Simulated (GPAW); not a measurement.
Crystal: LiY3.

```
Y Li
1.0
    -2.36719    2.36719    5.32664
     2.36719   -2.36719    5.32664
     2.36719    2.36719   -5.32664
Y Li
3 1
Direct
  0.50000 0.50000 0.00000
  0.25000 0.75000 0.50000
  0.75000 0.25000 0.50000
  0.00000 0.00000 0.00000
```

The cell comes from a database or a generator and needn't be the stable form of this composition.

Base run:

- Program: GPAW 26.7.0
- Functional: PBE
- Potentials or basis: GPAW PAW data sets (gpaw-data 1.2.1)
- Cutoff: 800 eV
- Basis: pw
- k mesh: 6 × 6 × 6
- Occupations: fermi-dirac, width 0.05 eV
- Spin: no spin polarisation
- Hubbard terms: Y d U = 2 eV

Its results: band gap on the k mesh none (metal or under the smearing width); pressure 3.3 GPa.

The run is repeated on the same cell with these changes: hubbard terms from Y d U = 2 eV to Y d U = 5 eV. What comes out?

Band gap on the k mesh none (metal or under the smearing width); pressure 8.8 GPa.

Caveats: U without spin polarisation on a metal has little footing; the U is typed as a test and isn't derived for this compound.

Not every run made on this cell is shown here.
